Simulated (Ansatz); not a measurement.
**CH7NOSi: how energies converge with the basis set**

How large a basis does CH7NOSi need? Two functionals are run in growing sets.

Computed with Ansatz 0.2.0, Gaussian basis. Level: one geometry, several basis sets.

Plan: PBE0-D4/def2-SVP; ωB97M-V/def2-SVP; PBE0-D4/def2-QZVPP; ωB97M-V/def2-QZVPP; the functionals' def2-TZVPP values are taken from earlier runs.

## Step 1: The relaxed structure

The geometry comes from an earlier relaxation with PBE0-D4 in a triple-zeta def2 set; it is a stationary point, not always the lowest conformer.

SMILES `CO[SiH2]N`, 11 atoms, charge 0, spin multiplicity 1.

Atoms are counted from 1 here; the program's logs count them from 0.

Bond lengths: C1–O2 1.407 Å, C1–H5 1.097 Å, C1–H6 1.092 Å, C1–H7 1.097 Å, O2–Si3 1.648 Å, Si3–N4 1.701 Å, Si3–H8 1.488 Å, Si3–H9 1.488 Å, N4–H10 1.007 Å, N4–H11 1.007 Å. Angles: O2–C1–H5 111.7°, O2–C1–H6 108.5°, O2–C1–H7 111.7°, H5–C1–H6 108.3°, H5–C1–H7 108.3°, H6–C1–H7 108.3°, C1–O2–Si3 122.1°, O2–Si3–N4 112.5°, O2–Si3–H8 108.4°, O2–Si3–H9 108.6°, N4–Si3–H8 108.4°, N4–Si3–H9 108.2°, H8–Si3–H9 110.8°, Si3–N4–H10 120.7°, Si3–N4–H11 120.6°, H10–N4–H11 111.3°.

## Step 2: PBE0-D4 in def2-SVP

in.yaml

```yaml
crystal:
  periodic: [false, false, false]
  atoms:
    - {symbol: C, position_ang: [-0.655289, 1.711898, 0.500176]}
    - {symbol: O, position_ang: [-0.610603, 0.508683, -0.227126]}
    - {symbol: Si, position_ang: [0.533790, -0.642676, 0.054277]}
    - {symbol: N, position_ang: [0.344704, -2.006883, -0.943744]}
    - {symbol: H, position_ang: [0.258442, 2.302924, 0.362292]}
    - {symbol: H, position_ang: [-1.501531, 2.301165, 0.142353]}
    - {symbol: H, position_ang: [-0.790659, 1.531753, 1.573753]}
    - {symbol: H, position_ang: [0.421908, -1.079924, 1.472275]}
    - {symbol: H, position_ang: [1.874577, -0.054955, -0.212073]}
    - {symbol: H, position_ang: [-0.403448, -2.661107, -0.783280]}
    - {symbol: H, position_ang: [0.593611, -1.967977, -1.918404]}
basis:
  gaussian: {orbitals: def2-SVP}
hamiltonian: {xc: pbe0, dispersion: d4}
output: {orbitals: {seedname: orbitals}}
```

After this run come: ωB97M-V in def2-SVP; PBE0-D4 in def2-QZVPP; ωB97M-V in def2-QZVPP.

Q: Predict the results of all the runs planned. Wanted: PBE0-D4: double and triple zeta above quadruple; ωB97M-V: double and triple zeta above quadruple.

As calculated:

| quantity | value |
| --- | --- |
| PBE0-D4: double and triple zeta above quadruple | 9.16, 0.57 eV |
| ωB97M-V: double and triple zeta above quadruple | 9.36, 0.54 eV |

For PBE0-D4 the step from double to triple zeta gains 8.59 eV and the next only 0.57 eV. Total energies overstate the basis error of differences, where much of it tends to cancel. The LUMO of ωB97M-V is positive and keeps falling with the basis (3.24 to 1.73 eV): an unbound level that the basis holds in place.
